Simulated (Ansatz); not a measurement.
**CH7MoN3: a ladder of functionals and wavefunction methods**

An exercise on one series of results from a longer session: the logs are not shown, and one member is left open.

Program: Ansatz 0.2.0, Gaussian basis. Level of theory: functionals in def2-TZVPP, the program's frozen cores in correlated methods. These are calculated values, not measurements.

Levels to be run: LDA (SPW92), PBE-D4, revPBE-D4, BLYP-D4, r2SCAN-D4, B97M-V, PBE0-D4, B3LYP-D4, r2SCANh-D4, r2SCAN0-D4, HSE06-D4, BHLYP-D4, CAM-B3LYP-D4, LC-ωPBE, ωB97X-V, ωB97M-V, B2PLYP, PBE-QIDH; CCSD(T)/def2-SVP; CCSD(T)/def2-TZVPP; MP2/def2-QZVPP; extrapolation to the limit; RPA on PBE.

### The relaxed structure

An earlier PBE0-D4 in a triple-zeta def2 set relaxation fixed the geometry. Mo takes the def2 core potential; no spin-orbit term is included.

SMILES `[CH3][Mo](=[NH])(=[NH])[NH2]`, 12 atoms, charge 0, spin multiplicity 1.

Atoms are counted from 1 here; the program's logs count them from 0.

Bond lengths: C1–Mo2 2.120 Å, C1–H6 1.093 Å, C1–H7 1.091 Å, C1–H8 1.093 Å, Mo2–N3 1.731 Å, Mo2–N4 1.731 Å, Mo2–N5 1.939 Å, N3–H9 1.011 Å, N4–H10 1.011 Å, N5–H11 1.009 Å, N5–H12 1.009 Å. Angles: Mo2–C1–H6 109.2°, Mo2–C1–H7 111.0°, Mo2–C1–H8 109.1°, H6–C1–H7 108.9°, H6–C1–H8 109.7°, H7–C1–H8 108.9°, C1–Mo2–N3 104.7°, C1–Mo2–N4 104.7°, C1–Mo2–N5 109.4°, N3–Mo2–N4 114.9°, N3–Mo2–N5 111.3°, N4–Mo2–N5 111.3°, Mo2–N3–H9 154.3°, Mo2–N4–H10 154.4°, Mo2–N5–H11 123.1°, Mo2–N5–H12 123.1°, H11–N5–H12 110.6°.

The first run:

Input file in.yaml:

```yaml
crystal:
  periodic: [false, false, false]
  atoms:
    - {symbol: C, position_ang: [-1.513608, 0.755295, 0.462880]}
    - {symbol: Mo, position_ang: [0.392026, -0.059253, 0.017474]}
    - {symbol: N, position_ang: [0.949499, -0.715473, 1.518862]}
    - {symbol: N, position_ang: [1.311984, 1.279194, -0.580504]}
    - {symbol: N, position_ang: [0.204490, -1.441996, -1.328843]}
    - {symbol: H, position_ang: [-2.164161, -0.038611, 0.838595]}
    - {symbol: H, position_ang: [-1.436435, 1.537773, 1.219695]}
    - {symbol: H, position_ang: [-1.942125, 1.183003, -0.447113]}
    - {symbol: H, position_ang: [1.578051, -0.779200, 2.307702]}
    - {symbol: H, position_ang: [2.072526, 1.944413, -0.559539]}
    - {symbol: H, position_ang: [0.209721, -2.427525, -1.110576]}
    - {symbol: H, position_ang: [0.414930, -1.292719, -2.304733]}
basis:
  gaussian: {orbitals: def2-TZVPP}
hamiltonian: {xc: lda}
output: {orbitals: {seedname: orbitals}}
```

On the command line:

```bash
ansatz run in.yaml --threads 4 --pin off --events-out ev --progress --plain --max-ram 11315MiB
```

Among the steps run: LDA; PBE-D4 (GGA); revPBE-D4 (GGA); BLYP-D4 (GGA); r2SCAN-D4 (meta-GGA); B97M-V (meta-GGA); B3LYP-D4 (hybrid); r2SCANh-D4 (hybrid); r2SCAN0-D4 (hybrid); HSE06-D4 (hybrid); BHLYP-D4 (hybrid); CAM-B3LYP-D4 (range-separated); LC-ωPBE (range-separated); ωB97X-V (range-separated); ωB97M-V (range-separated); B2PLYP (double hybrid); PBE-QIDH (double hybrid).

One of the session's tables, all rows but one given; the rest of the session is left out.

It belongs to the step «Orbital energies across the functionals». 

```
  functional  HOMO (eV)  gap (eV)
 LDA (SPW92)      -6.35      4.18
      PBE-D4      -6.16      4.18
   revPBE-D4      -6.08      4.19
     BLYP-D4      -6.02      4.14
   r2SCAN-D4      -6.40      4.51
      B97M-V          ?         ?
     PBE0-D4      -7.40      6.24
    B3LYP-D4      -7.18      5.78
  r2SCANh-D4      -6.86      5.28
  r2SCAN0-D4      -7.57      6.46
    HSE06-D4      -7.00      5.46
    BHLYP-D4      -8.52      8.32
CAM-B3LYP-D4      -8.77      8.68
     LC-ωPBE     -10.14     11.18
     ωB97X-V      -9.77     10.74
     ωB97M-V      -9.69     10.59
```

Estimate the missing values for B97M-V.

The run gave: HOMO (eV): -6.43; gap (eV): 4.60. In the column «HOMO (eV)» it lies between r2SCANh-D4 (-6.86) and r2SCAN-D4 (-6.40).
